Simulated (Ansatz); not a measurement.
Write a Python script for the Python package of Ansatz (0.2.0) that makes a single point of OsRu, space group P-6m2. Level of theory: PBEsol, PAW, cutoff 510 eV, 10×10×6 k-points, Methfessel-Paxton smearing of 0.1 eV.

The script reads `osru.xyz`:
```text
2
Lattice="2.72701046 0.0 0.0 -1.36350523 2.36166033 0.0 0.0 0.0 4.30032006" Properties=species:S:1:pos:R:3 pbc="T T T"
Ru   -0.00000001    1.57444023    0.00000000
Os    1.36350524    0.78722010    2.15016003
```

`scf.py`
```python
'''Single point of OsRu.'''

import warnings

import ansatz as az


def main() -> None:
    warnings.simplefilter('ignore', az.DeckWarning)

    cell = az.Crystal.from_extxyz('osru.xyz')

    # settings of the run
    job = (
        cell.calculation()
        .functional(az.Functional.PBESOL)
        .kpoints(10, 10, 6)
        .basis(510)
        .occupations('methfessel_paxton')
        .compute(band_table=True)
    )
    res = job.run(threads=1)
    summary = res.report

    energy = summary['free_energy_ev']
    print('OsRu: {:.6f} eV = {:.6f} Ry = {:.6f} Ha'.format(energy, energy / 13.605693, energy / 27.211386))
    print('Fermi level {:.4f} eV, {} k-points, {} symmetry operations'.format(summary['fermi_energy_ev'], summary['n_kpoints'], summary['n_symmetry_ops']))

    gap = None if 'band_edges_ev' not in summary else summary['band_edges_ev'][1] - summary['band_edges_ev'][0]
    print('gap on the k mesh:', 'withheld (metal, or smearing too wide to tell)' if gap is None else f'{gap:.3f} eV')
    print('lowest empty less highest filled band, by band count:', round(summary['gap_by_band_count_ev'], 3), 'eV')

    print('band  energy (eV)  occupation, at k =', summary['kpoints_frac'][0])
    for band, (e, occ) in enumerate(zip(summary['eigenvalues_ev'][0], summary['occupations'][0]), start=1):
        print(f'{band:4d} {e:12.4f} {occ:9.4f}')


if __name__ == '__main__':
    main()
```

```console
$ python scf.py
OsRu: -17067.558048 eV = -1254.442390 Ry = -627.221195 Ha
Fermi level 24.5385 eV, 56 k-points, 12 symmetry operations
gap on the k mesh: withheld (metal, or smearing too wide to tell)
lowest empty less highest filled band, by band count: -3.165 eV
band  energy (eV)  occupation, at k = [0.0, 0.0, 0.0]
   1     -62.0382    2.0000
   2     -48.5343    2.0000
   3     -21.5654    2.0000
   4     -21.0568    2.0000
   5     -21.0568    2.0000
   6     -18.5058    2.0000
   7     -18.1344    2.0000
   8     -18.1344    2.0000
   9      14.7118    2.0000
  10      17.6857    2.0000
  11      21.6383    2.0000
  12      21.6383    2.0000
  13      21.9054    2.0000
  14      22.4386    2.0000
  15      22.4386    2.0000
  16      22.9821    2.0000
  17      22.9821    2.0000
  18      25.1141   -0.0000
  19      25.9412   -0.0000
  20      25.9412   -0.0000
```

Total energies depend on the potentials; only differences at equal settings carry meaning. A total without «per atom» is that of the cell as typed. The computed bands are complete only to about 0.9 eV above the Fermi level. For a metal this k-point mesh is coarse: on a finer one energies can move by several to tens of meV an atom and pressures by half a GPa or more, differences at one mesh by less. An absolute Fermi energy rests on an arbitrary zero of the periodic potential and has no direct meaning. A gap by band count of zero or less means overlapping bands, a metal. The structure comes from a database of computed cells and needn't be a stable or known phase. Gaps and levels are Kohn-Sham values on a finite set of k-points, without spin-orbit coupling. Run time: 3.8 s on 1 thread of Arm Neoverse V1, with other jobs on the host, peak memory 0.38 GiB.

(Lines on the test bed's own set-up are left out of the output.)
